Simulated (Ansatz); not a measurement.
## Sr2NbN2O2 under changes of volume

One of the cells (15.338 Å³/atom); the others are scaled copies at fixed shape and fractional positions:

```
Nb Sr O N
1.0
    -2.03153    2.03153    6.50352
     2.03153   -2.03153    6.50352
     2.03153    2.03153   -6.50352
Nb Sr O N
1 2 2 2
Direct
  0.00000 0.00000 0.00000
  0.64832 0.64832 0.00000
  0.35168 0.35168 0.00000
  0.83764 0.83764 0.00000
  0.16237 0.16237 0.00000
  0.00000 0.50000 0.50000
  0.50000 0.00000 0.50000
```

The cell comes from a database or a generator and needn't be the stable form of this composition.

* Program: Ansatz 0.2.0
* Functional: PBE
* Potentials or basis: Ansatz PAW
* Cutoff: 420 eV (not typed: the program's choice for these potentials)
* k mesh: 9 × 9 × 9
* Occupations: fermi-dirac, width 0.05 eV
* Spin: no spin polarisation

```csv
volume (Å³/atom),energy over the lowest point (meV/atom),pressure (GPa),largest force (eV/Å)
14.417,14.41,7.1,0.094
14.724,4.27,3.8,0.074
15.031,0.00,0.9,0.170
15.338,0.99,-1.7,0.285
15.644,6.69,-4.1,0.391
15.951,?,?,?
16.258,30.51,-8.1,0.578
```

Problem. What does the run at 15.951 Å³/atom give?

Solution. Energy over the lowest point 16.67 meV/atom; pressure -6.2 GPa; largest force 0.488 eV/Å.

Worked out: A Birch-Murnaghan fit of order 3 (a polynomial in V^(-2/3)) to the other rows has its minimum at 15.12 Å³/atom with B0 = V·E''(V) = 131 GPa and B' = 4.2 at fixed shape and positions, which overstates the stiffness. It gives 16.68 meV/atom at 15.951 Å³/atom, against the run's 16.67, and -dE/dV = -6.2 GPa, against -6.2.

Energies are extrapolated to zero smearing.

Caveats: an odd number of electrons without spin polarisation forces a metal; a magnetic or distorted state may lie lower.
